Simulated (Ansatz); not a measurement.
# LaBr2: the cost of one run

All numbers are computed with the Python package of Ansatz 0.2.0. Level of theory: DFT LDA, plane waves, PAW.

## Step 1: Starting point

The structure is hexagonal, space group P6_3/mmc (No. 194). The conventional cell has a = 4.099 Å, b = 4.099 Å, c = 13.900 Å, α = 90.00°, β = 90.00°, γ = 120.00°. La (site symmetry -6m2) has 6 Br at 3.07 Å as nearest neighbours. Br (site symmetry 3m) is surrounded by 3 La at 3.07 Å.

No structure file is read: the coordinates are typed or built in the script.

## Step 2: The code

File drho_labr2.py:

```python
'''Density difference of LaBr2 against its sublattices.'''

import warnings

import ansatz
import numpy as np

VECTORS = np.array([
    [4.0988, 0.0, 0.0],
    [-2.0494, 3.54966493, 0.0],
    [0.0, 0.0, 13.9],
])
SITES = [
    ('La', (0.0, 0.0, 0.25)),
    ('La', (0.0, 0.0, 0.75)),
    ('Br', (1 / 3, 2 / 3, 0.3907)),
    ('Br', (2 / 3, 1 / 3, 0.8907)),
    ('Br', (1 / 3, 2 / 3, 0.1093)),
    ('Br', (2 / 3, 1 / 3, 0.6093)),
]


def on_lattice(cell):
    crystal = ansatz.Crystal(lattice=ansatz.Lattice.of(cell))
    for symbol, position in SITES:
        crystal = crystal.atom(symbol, position)
    return crystal

warnings.simplefilter('ignore', ansatz.DeckWarning)

# one cutoff and one grid for all runs, so that the fields can be subtracted
def solve(crystal):
    return (
        crystal.calculation()
        .functional('lda')
        .occupations('fermi_dirac')
        .mixing('anderson', ndim=12, beta=0.4)
        .scf(lower_state_search='light', self_checks='low')
        .basis(460, grid_basis='typed')
        .kpoints(7, 7, 2)
        .density()
        .run(threads=1)
    )


whole = solve(on_lattice(VECTORS))
difference = whole.density().channels[0].density_e_per_ang3.copy()
binding = whole.report['free_energy_ev']
for element in ['La', 'Br']:
    part = ansatz.Crystal(lattice=ansatz.Lattice.of(VECTORS))
    for symbol, position in SITES:
        if symbol == element:
            part = part.atom(symbol, position)
    alone = solve(part)
    difference -= alone.density().channels[0].density_e_per_ang3
    binding -= alone.report['free_energy_ev']
    print(f'{element} sublattice: {alone.report["n_electrons"]:g} electrons, {alone.report["n_iterations"]} iterations')

voxel = abs(np.linalg.det(VECTORS)) / difference.size
print(f'energy of the crystal less its unpolarised sublattices: {binding / len(SITES):.4f} eV/atom')
print(f'net charge of the difference {difference.sum() * voxel:.5f} e, charge rearranged {0.5 * np.abs(difference).sum() * voxel:.3f} e')
print(f'extremes {difference.min():.4f} and {difference.max():.4f} e/A^3')
for (symbol, position) in SITES:
    index = tuple(int(round(p * n)) % n for p, n in zip(position, difference.shape))
    print(f'  change of the pseudo-density at the grid point nearest {symbol}: {difference[index]:+.4f} e/A^3')
```

## Step 3: Launch

On the command line:

```console
> python drho_labr2.py
```

**Question.** How long does this script take on 1 thread of Arm Neoverse V1, shared host, and how much memory does it need?

About 22 s, with a peak of 0.53 GiB.
